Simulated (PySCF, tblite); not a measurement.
# C2H9OSi2 radical: geometry, infrared bands and EPR parameters

Wanted: the infrared bands and EPR parameters of C2H9OSi2 radical (`CO[CH][SiH2][SiH3]`), by calculation.

Computed with tblite 0.8.0 and PySCF 2.14.0, with density-fitted response routines of our own, on a single molecule in the gas phase. Atoms are numbered from 0 throughout.

## (1) The starting structure

14 atoms, charge 0, multiplicity 2; geometry from: force field or distance geometry start.

Bonds of the start (Å): C0–O1 1.43, O1–C2 1.37, C2–Si3 1.81, Si3–Si4 2.30, C0–H5 1.10, C0–H6 1.10, C0–H7 1.09, C2–H8 1.08, Si3–H9 1.49, Si3–H10 1.50, Si4–H11 1.49, Si4–H12 1.49, Si4–H13 1.50.

## (2) Relaxing the molecule with GFN2-xTB

Job settings and geometry (Å):

```
{"job": {"kind": "relax", "xc": "GFN2-xTB", "basis": "xTB"}, "charge": 0, "multiplicity": 2}
C      2.420500     1.210900     0.105900
O      1.102500     0.767900     0.457200
C      0.785800    -0.424800    -0.127000
Si    -0.795800    -1.250700     0.191100
Si    -2.573700    -0.054100    -0.633200
H      2.470700     1.392800    -0.974400
H      2.601300     2.161200     0.621700
H      3.178300     0.494700     0.424000
H      1.504500    -0.858500    -0.802400
H     -0.760800    -2.601200    -0.439200
H     -0.963400    -1.486400     1.659800
H     -2.699700     1.278200     0.011100
H     -3.855000    -0.784900    -0.411200
H     -2.415800     0.154500    -2.110600
```

Launch:

```
> OMP_NUM_THREADS=1 python probes_run.py task.json out
```

This one command runs all jobs of the session in turn.

**Question.** This job is followed by: GFN2-xTB harmonic vibrations, gas phase; UKS B3LYP, pcH-1 on C H O Si, non-relativistic, mean-field spin-orbit, GIAO. Predict these results of the whole session: strongest single infrared mode (GFN2-xTB); zero-point energy (GFN2-xTB); g(iso) (B3LYP); ⟨S²⟩; largest a(iso) (averaged by class); potential on the surface of density 0.002 e/bohr³, 1st and 99th percentile.

The runs gave:

| quantity | value |
| --- | --- |
| strongest single infrared mode (GFN2-xTB) | 770 cm⁻¹, 573 km/mol |
| zero-point energy (GFN2-xTB) | 59.2 kcal/mol |
| g(iso) (B3LYP) | 2.00344 |
| ⟨S²⟩ | 0.753 (exact 0.75) |
| largest a(iso) (averaged by class) | 13C on C2, 79.6 MHz |
| potential on the surface of density 0.002 e/bohr³, 1st and 99th percentile | -0.94 V and 0.99 V |

What this shows: Over 86 steps the energy fell by 0.111 eV; of the close pairs, Si4–H13 changed most, 1.500 to 1.468 Å. The lowest mode is slightly imaginary (19i cm⁻¹), a soft motion within the noise of the Hessian, so the minimum is not strictly shown. The strongest single mode, at 770 cm⁻¹, is spread over several atoms, H9, H10, H11, H13 among them. Unscaled tight-binding wavenumbers are off by several per cent, some by more. Its intensities can rank the bands wrongly. Most of the unpaired spin sits on C2 (0.83 e). The isotropic g lies 1.1 ppt above the free-electron value. These values are for one conformer; the search (at its own cheap level) found 2 more, at 0.02, 1.18 kcal/mol (those within 0.05 may be mirror or relabelled copies), and measured spectra average over such forms.
